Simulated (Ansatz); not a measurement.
# CH₆N₂Si: small, medium and large basis sets

Aim: see how fast density functionals converge with the basis set for CH₆N₂Si.

The runs use Ansatz 0.2.0, Gaussian basis; one geometry, several basis sets.

Levels to be run: PBE0-D4/def2-SVP; ωB97M-V/def2-SVP; PBE0-D4/def2-QZVPP; ωB97M-V/def2-QZVPP; the functionals' def2-TZVPP values are taken from earlier runs.

**1. The relaxed structure**

An earlier PBE0-D4 in a triple-zeta def2 set relaxation fixed the geometry.

SMILES `N=C[SiH2]N`, 10 atoms, charge 0, spin multiplicity 1.

Atoms are counted from 1 here; the program's logs count them from 0.

Bond lengths: N1–C2 1.271 Å, N1–H5 1.023 Å, C2–Si3 1.895 Å, C2–H6 1.104 Å, Si3–N4 1.713 Å, Si3–H7 1.488 Å, Si3–H8 1.488 Å, N4–H9 1.009 Å, N4–H10 1.009 Å. Angles: C2–N1–H5 111.6°, N1–C2–Si3 119.5°, N1–C2–H6 121.7°, Si3–C2–H6 118.8°, C2–Si3–N4 115.4°, C2–Si3–H7 106.8°, C2–Si3–H8 106.9°, N4–Si3–H7 109.1°, N4–Si3–H8 109.0°, H7–Si3–H8 109.5°, Si3–N4–H9 117.5°, Si3–N4–H10 117.4°, H9–N4–H10 109.2°.

**2. PBE0-D4 in def2-SVP**

in.yaml

```yaml
crystal:
  periodic: [false, false, false]
  atoms:
    - {symbol: N, position_ang: [-0.298655, 0.362073, -1.790432]}
    - {symbol: C, position_ang: [-0.932177, -0.167610, -0.824404]}
    - {symbol: Si, position_ang: [-0.105050, -0.294984, 0.875433]}
    - {symbol: N, position_ang: [1.483808, 0.338551, 0.967898]}
    - {symbol: H, position_ang: [-0.855294, 0.367987, -2.648408]}
    - {symbol: H, position_ang: [-1.956414, -0.559567, -0.948509]}
    - {symbol: H, position_ang: [-0.074500, -1.739385, 1.230827]}
    - {symbol: H, position_ang: [-0.975038, 0.435504, 1.836071]}
    - {symbol: H, position_ang: [2.203212, -0.130403, 0.437913]}
    - {symbol: H, position_ang: [1.593206, 1.336535, 0.866710]}
basis:
  gaussian: {orbitals: def2-SVP}
hamiltonian: {xc: pbe0, dispersion: d4}
output: {orbitals: {seedname: orbitals}}
```

On the command line:

```
$ ansatz run in.yaml --threads 2 --pin off --events-out ev --progress --plain --max-ram 4352MiB
```

The runs that follow: ωB97M-V in def2-SVP; PBE0-D4 in def2-QZVPP; ωB97M-V in def2-QZVPP.

Before running them: what should the planned runs give, taken together? Wanted: PBE0-D4: double and triple zeta above quadruple; ωB97M-V: double and triple zeta above quadruple.

The runs gave:

| quantity | value |
| --- | --- |
| PBE0-D4: double and triple zeta above quadruple | 8.23, 0.52 eV |
| ωB97M-V: double and triple zeta above quadruple | 8.42, 0.49 eV |

What this shows: For PBE0-D4 the step from double to triple zeta gains 7.71 eV and the next only 0.52 eV. These are total energies; as a rule much of such shifts cancels in differences, which this series doesn't test. The LUMO of ωB97M-V is positive and keeps falling with the basis (1.90 to 1.38 eV): an unbound level that the basis holds in place.
